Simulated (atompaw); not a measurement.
# Pseudopotential generation for germanium: PAW (atompaw), PBE

Task: generate the file, and judge it by its logarithmic derivatives, its ghosts and its cutoff.

The numbers are computed with atompaw 4.2.0.5 (PBE, scalar-relativistic, spin-unpolarised reference atom).

## 1. The design

The settings as typed:

| Quantity | Value |
| --- | --- |
| element | germanium (Ge, Z = 32) |
| type | PAW |
| frozen core | [Ne] |
| valence charge | 22 |
| reference configuration | 3s2 3p6 3d10 4s2 4p0 (charge +2) |
| partial waves | 3s (bound): rc 0.80 bohr; 4s (bound): rc 1.25 bohr; 3p (bound): rc 1.00 bohr; 4p (bound, empty): rc 1.25 bohr; 3d (bound): rc 1.25 bohr; 3d channel at -3.15 Ry: rc 1.25 bohr |
| local potential | bessel scheme, radius 0.90 bohr |
| core correction | smooth core density matched at 0.65 bohr |
| augmentation charge | sinc compensation charge, radius 1.00 bohr; PAW radius 1.25 bohr; waves and projectors: custom polynom gramschmidtortho |

The outer shells as boxes (Hund's rule for the drawing; the calculation is spin-unpolarised):

```
[Ne] core
3s [↑↓]
3p [↑↓][↑↓][↑↓]
3d [↑↓][↑↓][↑↓][↑↓][↑↓]
4s [↑↓]
4p [  ][  ][  ]
```

An earlier all-electron run gives the scale for the radii.

All-electron outer shells of the reference configuration (PBE, scalar-relativistic, ld1.x):

```json
{"shell": "2p", "level (eV)": "-1218.74", "outermost node (bohr)": "–", "outermost maximum (bohr)": "0.14"}
{"shell": "3s", "level (eV)": "-188.44", "outermost node (bohr)": "0.26", "outermost maximum (bohr)": "0.54"}
{"shell": "3p", "level (eV)": "-135.57", "outermost node (bohr)": "0.23", "outermost maximum (bohr)": "0.54"}
{"shell": "3d", "level (eV)": "-49.19", "outermost node (bohr)": "–", "outermost maximum (bohr)": "0.50"}
{"shell": "4s", "level (eV)": "-29.25", "outermost node (bohr)": "0.77", "outermost maximum (bohr)": "1.66"}
{"shell": "4p", "level (eV)": "-19.81", "outermost node (bohr)": "0.81", "outermost maximum (bohr)": "1.98"}
{"shell": "4f", "level (eV)": "-3.92", "outermost node (bohr)": "–", "outermost maximum (bohr)": "5.96"}
```

## 2. Generating the potential

Contents of Ge.input:

```
Ge 32
GGA-PBE scalarrelativistic loggrid 1500 logderivrange -16 5 526
4 4 3 0 0 0
4 1 0
0 0 0
c
c
v
v
c
v
v
v
2
1.25 1.00 0.90 0.65
n
n
y
-3.15
n
custom polynom gramschmidtortho sinc
bessel
0.80
1.25
1.00
1.25
1.25
1.25
PWSCFOUT
UPFDX 0.0125d0 UPFXMIN -7.d0 UPFZMESH 32.d0
END
```

Command:

```bash
$ atompaw < Ge.input > Ge.log
```

What does the calculation give? Wanted: cutoffs for 10 and 1 mRy, occupied levels; bound ghosts; largest phase difference near zero energy, channels read; lowest eigenvalue of the overlap; share of valence orbitals outside the PAW sphere; UPF file.

As calculated:

| quantity | value |
| --- | --- |
| cutoffs for 10 and 1 mRy, occupied levels | 140 Ry and 230 Ry |
| bound ghosts | none found |
| largest phase difference near zero energy, channels read | 0.003 rad |
| lowest eigenvalue of the overlap (Bessel basis) | 0.633 (s) |
| share of valence orbitals outside the PAW sphere | 3s 1 %, 4s 87 %, 3p 3 %, 4p 93 %, 3d 9 % |
| UPF file | written |

In words: By its cutoff, 140 Ry for the looser tolerance, it is very hard. The slowest occupied level is 3p: taken alone it needs 140 Ry to come within 1 mRy, against 100 Ry for 3s. The Bessel-basis test finds no level below the valence levels. Near zero energy the phases of the channels with partial waves agree within 0.003 rad. These are tests on the free atom; a crystal test is still owed.
